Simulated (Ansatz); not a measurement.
# GeH6O2Si: up Jacob's ladder to CCSD(T)

The task here is to estimate one member of a computed series from the others.

The runs use Ansatz 0.2.0, Gaussian basis; functionals in def2-TZVPP, the program's frozen cores in correlated methods.

Plan: LDA (SPW92), PBE-D4, revPBE-D4, BLYP-D4, r2SCAN-D4, B97M-V, PBE0-D4, B3LYP-D4, r2SCANh-D4, r2SCAN0-D4, HSE06-D4, BHLYP-D4, CAM-B3LYP-D4, LC-ωPBE, ωB97X-V, ωB97M-V, B2PLYP, PBE-QIDH; CCSD(T)/def2-SVP; CCSD(T)/def2-TZVPP; MP2/def2-QZVPP; extrapolation to the limit; RPA on PBE.

## The geometry

The geometry comes from an earlier relaxation with PBE0-D4 in a triple-zeta def2 set; it is a stationary point, not always the lowest conformer.

SMILES `[OH][GeH]([OH])[SiH3]`, 10 atoms, charge 0, spin multiplicity 1.

Atoms are counted from 1 here; the program's logs count them from 0.

Bond lengths: O1–Ge2 1.783 Å, O1–H5 0.959 Å, Ge2–O3 1.783 Å, Ge2–Si4 2.396 Å, Ge2–H6 1.531 Å, O3–H7 0.959 Å, Si4–H8 1.485 Å, Si4–H9 1.485 Å, Si4–H10 1.490 Å. Angles: Ge2–O1–H5 113.6°, O1–Ge2–O3 110.3°, O1–Ge2–Si4 109.9°, O1–Ge2–H6 104.2°, O3–Ge2–Si4 109.8°, O3–Ge2–H6 104.3°, Si4–Ge2–H6 118.0°, Ge2–O3–H7 113.6°, Ge2–Si4–H8 110.5°, Ge2–Si4–H9 110.5°, Ge2–Si4–H10 108.2°, H8–Si4–H9 109.7°, H8–Si4–H10 108.9°, H9–Si4–H10 108.9°.

The first run:

Contents of in.yaml:

```yaml
crystal:
  periodic: [false, false, false]
  atoms:
    - {symbol: O, position_ang: [-0.788363, 1.373575, -1.428194]}
    - {symbol: Ge, position_ang: [0.062275, 0.947683, 0.079643]}
    - {symbol: O, position_ang: [1.824368, 1.112430, -0.136902]}
    - {symbol: Si, position_ang: [-0.470164, -1.302124, 0.706916]}
    - {symbol: H, position_ang: [-0.735972, 0.694231, -2.103599]}
    - {symbol: H, position_ang: [-0.306750, 2.071756, 1.050707]}
    - {symbol: H, position_ang: [2.219188, 0.390937, -0.630863]}
    - {symbol: H, position_ang: [-1.937127, -1.461236, 0.877713]}
    - {symbol: H, position_ang: [0.224534, -1.668485, 1.967811]}
    - {symbol: H, position_ang: [-0.008789, -2.209966, -0.380134]}
basis:
  gaussian: {orbitals: def2-TZVPP}
hamiltonian: {xc: lda}
output: {orbitals: {seedname: orbitals}}
```

Command:

```sh
$ ansatz run in.yaml --threads 4 --pin off --events-out ev --progress --plain --max-ram 10444MiB
```

Steps of the session up to this table: LDA; PBE-D4 (GGA); revPBE-D4 (GGA); BLYP-D4 (GGA); r2SCAN-D4 (meta-GGA); B97M-V (meta-GGA); B3LYP-D4 (hybrid); r2SCANh-D4 (hybrid); r2SCAN0-D4 (hybrid); HSE06-D4 (hybrid); BHLYP-D4 (hybrid); CAM-B3LYP-D4 (range-separated); LC-ωPBE (range-separated); ωB97X-V (range-separated); ωB97M-V (range-separated); B2PLYP (double hybrid); PBE-QIDH (double hybrid).

One of the session's tables, all rows but one given; the rest of the session is left out.

It belongs to the step «Frontier levels by functional». 

| functional | HOMO (eV) | gap (eV) |
| --- | --- | --- |
| LDA (SPW92) | -6.76 | 5.36 |
| PBE-D4 | -6.63 | 5.44 |
| revPBE-D4 | -6.57 | 5.49 |
| BLYP-D4 | -6.51 | 5.41 |
| r2SCAN-D4 | -6.93 | 6.05 |
| B97M-V | -7.07 | 5.99 |
| PBE0-D4 | -7.93 | 7.56 |
| B3LYP-D4 | -7.72 | 7.11 |
| r2SCANh-D4 | -7.41 | 6.81 |
| r2SCAN0-D4 | -8.13 | 7.94 |
| HSE06-D4 | ? | ? |
| BHLYP-D4 | -9.12 | 9.55 |
| CAM-B3LYP-D4 | -9.24 | 9.83 |
| LC-ωPBE | -10.52 | 12.29 |
| ωB97X-V | -10.21 | 11.82 |
| ωB97M-V | -10.03 | 11.35 |

**Question.** Estimate the row for HSE06-D4.

The run gave: HOMO (eV): -7.54; gap (eV): 6.79. In the column «HOMO (eV)» it lies between B3LYP-D4 (-7.72) and r2SCANh-D4 (-7.41).
